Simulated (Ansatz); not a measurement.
# GeF2: basis-set convergence

Aim: see how fast density functionals converge with the basis set for GeF2.

Program: Ansatz 0.2.0, Gaussian basis. Level of theory: one geometry, several basis sets. These are calculated values, not measurements.

Levels to be run: PBE0-D4/def2-SVP; ωB97M-V/def2-SVP; PBE0-D4/def2-QZVPP; ωB97M-V/def2-QZVPP; the functionals' def2-TZVPP values are taken from earlier runs.

## Step 1: The relaxed structure

The geometry comes from an earlier relaxation with PBE0-D4 in a triple-zeta def2 set; it is a stationary point.

SMILES `[F][Ge][F]`, 3 atoms, charge 0, spin multiplicity 1.

Atoms are counted from 1 here; the program's logs count them from 0.

Bond lengths: F1–Ge2 1.745 Å, Ge2–F3 1.745 Å. Angles: F1–Ge2–F3 97.2°.

## Step 2: PBE0-D4 in def2-SVP

The input, in.yaml:

```yaml
crystal:
  periodic: [false, false, false]
  atoms:
    - {symbol: F, position_ang: [-0.675937, -1.101756, -0.497544]}
    - {symbol: Ge, position_ang: [0.637480, -0.295161, 0.320228]}
    - {symbol: F, position_ang: [0.027556, 1.332116, 0.164116]}
basis:
  gaussian: {orbitals: def2-SVP}
hamiltonian: {xc: pbe0, dispersion: d4}
output: {orbitals: {seedname: orbitals}}
```

After this run come: ωB97M-V in def2-SVP; PBE0-D4 in def2-QZVPP; ωB97M-V in def2-QZVPP.

Before running them: what should the planned runs give, taken together? Wanted: PBE0-D4: double and triple zeta above quadruple; ωB97M-V: double and triple zeta above quadruple.

The runs gave:

```
                                       quantity           value
PBE0-D4: double and triple zeta above quadruple  15.68, 1.56 eV
ωB97M-V: double and triple zeta above quadruple  15.74, 1.50 eV
```

In words: PBE0-D4 gains 14.12 eV from double to triple zeta, then 1.56 eV more. These are total energies; as a rule much of such shifts cancels in differences, which this series doesn't test.
